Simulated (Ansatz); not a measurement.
# S (fcc type): a single-point run

Wanted: a converged single-point run for S (fcc type), and a check of what comes out.

Computed with Ansatz 0.2.0 (Kohn-Sham DFT, with the functional, basis and potentials that each input names (as first typed), unless a step's input says otherwise).

1 further run of the same task is left out (set aside as unsound or not needed). Runs told in other sessions of the task aren't counted.

## Step 1: The starting structure

It takes space group Fm-3m (No. 225, cubic). The conventional cell has a = 3.282 Å, b = 3.282 Å, c = 3.282 Å, α = 90.00°, β = 90.00°, γ = 90.00°. S (site symmetry m-3m) is surrounded by 12 S at 2.32 Å.

Coordinates:

```
CELL_PARAMETERS angstrom
0.00000 1.64110 1.64110
1.64110 0.00000 1.64110
1.64110 1.64110 0.00000
ATOMIC_POSITIONS crystal
S 0.00000 0.00000 0.00000
```

## Step 2: The run

Contents of input.yaml:

```yaml
crystal:
  lattice:
    - [0.0, 1.6410954991, 1.6410954991]
    - [1.6410954991, 0.0, 1.6410954991]
    - [1.6410954991, 1.6410954991, 0.0]
  atoms:
    - { symbol: S, position: [0.0, 0.0, 0.0] }
kpoints:
  mp_grid: { grid: [16, 16, 16] }
scf:
  occupations: { method: fermi_dirac, width: 0.08 }
  max_iter: 60
hamiltonian:
  xc: lda
  pseudopotentials: { kind: all_electron, lapw: { basis_error: 0.001 } }
  hubbard: { sites: [{ species: S, l: p, u_eff: 40.0 }] }
output:
  forces: true
  stress: true
  eigenvalues: true
  populations: true
```

The run is started by

```
ansatz run input.yaml --threads 1 --pin off --max-ram 2048MiB --backend cpu --events-out ev --progress --plain --runs-dir out
```

Q: Will this input give a usable result? If not, why, and what should change?

The run converged and reported no error, with warnings (filled band counts differ across k points). It gives a pressure of 139 GPa, which is large; a structure far from rest gives such values too, whatever the setting.

The suspect setting: hamiltonian.hubbard.sites is [{species: S, l: p, u_eff: 40.0}]. A U of this value distorts the shell's occupations and the levels near the Fermi energy.

To check: delete hamiltonian.hubbard.sites.
